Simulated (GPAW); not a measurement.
Runs of GPAW 26.7.0 on Cd2S. Symmetry: P3m1, No. 156, trigonal system. The conventional cell has a = 3.963 Å, b = 3.963 Å, c = 5.809 Å, α = 90.00°, β = 90.00°, γ = 120.00°. Cd (site symmetry 3m) has 1 S at 2.52 Å as nearest neighbours. Cd (site symmetry 3m) is surrounded by 3 S at 2.60 Å. S (site symmetry 3m) has 4 Cd at 2.52 to 2.60 Å as nearest neighbours. The cell comes from a database or a generator and needn't be the stable form of this composition.

| task | level | potentials or basis | k mesh | cutoff (eV) | smearing | maxiter | convergence | response ecut | frequency | extrapolate | mesh quality | gap on the mesh (eV) | pressure (GPa) | largest force (eV/Å) |
| --- | --- | --- | --- | --- | --- | --- | --- | --- | --- | --- | --- | --- | --- | --- |
| single point | PBE | GPAW PAW data sets (gpaw-data 1.2.1), pw | 6 × 6 × 4 | 450 | fermi-dirac 0.05 eV | 120 | default | - | - | - | not flagged | 0.10 | -1.5 | 0.05 |
| dielectric tensor | LDA | the program's PAW data sets (release 1.2.1) made for this functional, pw | 6 × 6 × 4 | 450 | fermi-dirac 0.001 eV | 150 | - | 80 eV | - | - | not flagged | 0.08 | - | - |
| dielectric tensor | PBE | GPAW PAW data sets (gpaw-data 1.2.1), pw | 6 × 6 × 4 | 450 | fermi-dirac 0.001 eV | 150 | - | 80 eV | - | - | not flagged | 0.10 | - | - |
| band structure | PBEsol | PAW data sets generated in the run's folder for this functional, pw | 6 × 6 × 4 | 600 | fermi-dirac 0.05 eV | 150 | - | - | - | - | not flagged | - | -3.3 | (a) |
| single point | LDA | the program's PAW data sets (release 1.2.1) made for this functional, pw | 6 × 6 × 4 | 450 | fermi-dirac 0.05 eV | 120 | default | - | - | - | not flagged | 0.08 | (b) | 0.15 |
| band structure | LDA | the program's PAW data sets (release 1.2.1) made for this functional, pw | 6 × 6 × 4 | 600 | fermi-dirac 0.05 eV | 150 | - | - | - | - | not flagged | - | -5.2 | 0.15 |

Alike in all rows: no spin polarisation; cell as given.

Q: Estimate the missing entries.

A: (a) 0.12; (b) -6.3.

Caveats: the cutoff is short for stress and forces, so pressures can be off by a GPa or more (some runs); the dielectric constant isn't converged in the k mesh (some runs); the gap is small at this level, which inflates the dielectric constant (some runs); the long-wavelength limit can be off by several per cent where d states take part (some runs); an odd mesh through Γ misses points on the zone boundary, where band edges often lie (some runs).

A k mesh can miss the band edges, and the runs leave out spin-orbit coupling on Cd.
